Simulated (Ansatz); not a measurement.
Crystal: Ti3S2.

```xyz
5
Lattice="2.7131 1.5664 3.2376 -2.7131 1.5664 3.2376 0.0000 -3.1328 3.2376" Properties=species:S:1:pos:R:3 pbc="T T T"
Ti   -0.9107   -1.5555    3.2376
Ti    1.8024   -0.0109    3.2376
Ti   -0.8918    1.5664    3.2376
S     0.0000    0.0000    1.6302
S     0.0000    0.0000    8.0827
```

The cell comes from a database or a generator and needn't be the stable form of this composition.

Base run:

```yaml
Program: Ansatz 0.2.0
Functional: PBEsol
Potentials_or_basis: Ansatz PAW
Cutoff: 420 eV
Density_cutoff: 1680 eV
k_mesh: 6 × 6 × 6
Occupations: fermi-dirac, width 0.05 eV
Spin: no spin polarisation
Hubbard_terms: Ti d U = 2 eV
```

Its results: band gap on the k mesh none (metal or under the smearing width); pressure -2.4 GPa; largest force 0.031 eV/Å.

Question: The run is repeated on the same cell with these changes: hubbard terms from Ti d U = 2 eV to Ti d U = 8 eV. What comes out?

Answer: Band gap on the k mesh none (metal or under the smearing width); pressure 27.5 GPa; largest force 1.064 eV/Å.

Caveats: U without spin polarisation on a metal has little footing; the PAW data sets come from PBE, with cores solved anew for the run's functional, which leaves a small shift of forces and pressure; the density of states is complete only up to the lowest level of the last band computed; forces of over 1 eV/Å show positions far from the minimum, so gaps and moduli don't describe the material at rest (some runs).

Not every run made on this cell is shown here.
